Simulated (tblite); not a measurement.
# C6H22B3LiO6: the cost of one run

Programs: tblite 0.8.0 and PySCF 2.14.0, with routines of our own; each step states its level. All values are computed. Atoms count from 0.

## (1) The starting structure

38 atoms, charge 0, multiplicity 1; geometry from: force field, distance geometry or constructed start.

## (2) Geometry optimisation with GFN2-xTB

Job settings and geometry (Å):

```
{"job": {"kind": "relax", "xc": "GFN2-xTB", "basis": "xTB"}, "charge": 0, "multiplicity": 1}
C     -1.379300     0.112500     2.227600
O     -1.047000    -1.182100     1.800600
B     -1.573100    -2.163900     2.775300
O     -0.693300    -2.756600     3.783600
C     -0.890800    -2.105200     5.022200
O     -2.954000    -2.673900     2.608000
C     -2.918000    -3.770200     1.727900
C      2.140600    -1.447200    -0.476200
O      2.295200    -0.072000    -0.707100
B      3.666000     0.190200    -1.166600
O      4.679400     0.704300    -0.229600
C      5.496500    -0.360800     0.196600
O      3.979900     0.111000    -2.600800
C      3.700400     1.354200    -3.200800
B     -0.926900     0.316100    -2.192600
Li    -0.001900     0.000600     0.006300
H     -0.857600     0.390900     3.170300
H     -2.487400     0.239900     2.337800
H     -1.051300     0.833100     1.453600
H     -1.949200    -2.154100     5.357400
H     -0.284000    -2.615600     5.792000
H     -0.538200    -1.048800     4.979100
H     -3.949400    -4.149400     1.617400
H     -2.309700    -4.612800     2.139300
H     -2.557000    -3.474700     0.719300
H      2.745900    -1.793300     0.385700
H      2.360200    -2.050700    -1.389700
H      1.076200    -1.641200    -0.212700
H      5.994700    -0.873000    -0.662000
H      6.307400     0.055900     0.838300
H      4.936700    -1.083900     0.819600
H      3.934400     1.291000    -4.279500
H      4.329600     2.167900    -2.773500
H      2.618600     1.610100    -3.111800
H      0.048500    -0.356400    -2.033800
H     -1.892900    -0.378900    -2.162300
H     -0.992400     1.129700    -1.334300
H     -0.859800     0.856400    -3.253700
```

Started as:

```sh
> OMP_NUM_THREADS=1 python large_run.py task.json out
```

The driver reads the jobs from task.json and runs them one after another.

**Question.** How long does this first job take on 1 thread of Intel Xeon 6975P-C, shared host, and how much memory does it need?

About 8.6 s, with a peak of 0.19 GiB.
